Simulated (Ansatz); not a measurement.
# MoS2, space group R-3m: a comparison of functionals at one structure

Program: the Python package of Ansatz (0.2.0).

Input file `mos2.cif`:
```cif
data_MoS2
_cell_length_a 6.383176
_cell_length_b 6.383176
_cell_length_c 6.383176
_cell_angle_alpha 28.76421
_cell_angle_beta 28.76421
_cell_angle_gamma 28.76421
_symmetry_space_group_name_H-M 'P 1'
_symmetry_Int_Tables_number 1
loop_
_symmetry_equiv_pos_as_xyz
'x, y, z'
loop_
_atom_site_label
_atom_site_type_symbol
_atom_site_fract_x
_atom_site_fract_y
_atom_site_fract_z
Mo1 Mo    0.000000    0.000000    0.000000
S2 S    0.750000    0.750000    0.750000
S3 S    0.250000    0.250000    0.250000
```

Interactive session:
```pycon
>>> import ansatz as az
>>> from ase.io import read
>>> atoms = read("mos2.cif")
>>> xtal = az.Crystal.from_ase(atoms)
>>> setup = (
...     xtal.calculation()
...     .pseudopotentials("paw")
...     .basis(17 * az.Ha)
...     .kpoints(length=32)
...     .occupations(az.OccupationsMethod.FERMI_DIRAC, width=0.1)
... )
>>> rows = []
>>> for value in ["pbesol", "lda", "blyp"]:
...     rep = setup.functional(value).run(threads=1, backend="cpu").report
...     rows.append((value, rep["free_energy_ev"] / len(rep["lattice"]["sites"]), rep["n_iterations"], rep["n_kpoints"]))
...
>>> print("  functional   F/atom (eV)    iterations      k-points")
  functional   F/atom (eV)    iterations      k-points
>>> for row in rows:
...     print(f"{str(row[0]):>12s}  {row[1]:12.5f}  {row[2]:12d}  {row[3]:12d}")
...
      pbesol   -2223.11059             6           189
         lda   -2194.68313             6           189
        blyp   -2261.26860             6           189
```

Reading the output:
- The run is spin-unpolarised.
- BLYP can be off by several per cent in the lattices of metals, and by several GPa in the pressure at a fixed cell.
- Of the deposited cell: the entry's cell lengths or inner coordinates differ somewhat from later room-temperature determinations.
- The structure is a deposited one; some such entries were measured under pressure or heat, so a shift against it needn't be the functional's error alone.
- Total energies of different functionals can't be compared; pressures, moments and gaps at this one structure can.
- Hardware and time: 22 s on 1 thread of Intel(R) Xeon(R) Processor @ 2.30GHz (shared host), peak memory 0.68 GiB.
